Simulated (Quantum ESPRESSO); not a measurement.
**HfWF3: zone-centre phonons under several settings**

```xyz
5
Lattice="4.2398 0.0000 0.0000 0.0000 4.2398 0.0000 0.0000 0.0000 4.2398" Properties=species:S:1:pos:R:3 pbc="T T T"
Hf    2.1199    2.1199    2.1199
W     0.0000    0.0000    0.0000
F     2.1199    0.0000    0.0000
F     0.0000    2.1199    0.0000
F     0.0000    0.0000    2.1199
```

The cell was built by a generator and needn't be a form met in nature.

All runs used Quantum ESPRESSO 7.5; potentials PseudoDojo 0.4.1 SR LDA standard; k mesh 2 × 2 × 2, shifted; no spin polarisation; cutoff 1143 eV; occupations fermi-dirac, width 0.05 eV.

```tsv
level	geometry	volume (Å³/atom)	pressure (GPa)	lowest optical mode without the field (cm⁻¹)	highest optical mode without the field (cm⁻¹)
LDA	relaxed at 0 GPa	14.02	0.0	391i	455
LDA	relaxed at 5 GPa	13.54	5.0	411i	501
LDA	relaxed at 10 GPa	?	10.0	?	?
LDA	relaxed at 20 GPa	12.47	20.0	462i	612
LDA	relaxed at 40 GPa	11.52	40.0	517i	723
```

Task: What stands in the row left open?

Result: Volume 13.13 Å³/atom; lowest optical mode without the field 429i cm⁻¹; highest optical mode without the field 542 cm⁻¹.

Values marked i are imaginary: the cell is unstable against those modes at that level, or the meshes are too thin.

Caveats: all runs use coarse meshes; the mesh is thin for the phonons of a metal; some modes are imaginary; an odd number of electrons without spin polarisation forces a metal; a magnetic or distorted state may lie lower; the cell is more than 3 GPa from zero pressure, which shifts response properties (some runs); the volume moved by over 15 % at a fixed basis, so the end points are rough (some runs).

For the row left open. Caveat: the k mesh is coarse (spacing up to 0.74 Å⁻¹), so the values aren't converged; the mesh is thin for the phonons of a metal; some modes are imaginary; the cell is more than 3 GPa from zero pressure, which shifts response properties; an odd number of electrons without spin polarisation forces a metal; a magnetic or distorted state may lie lower.
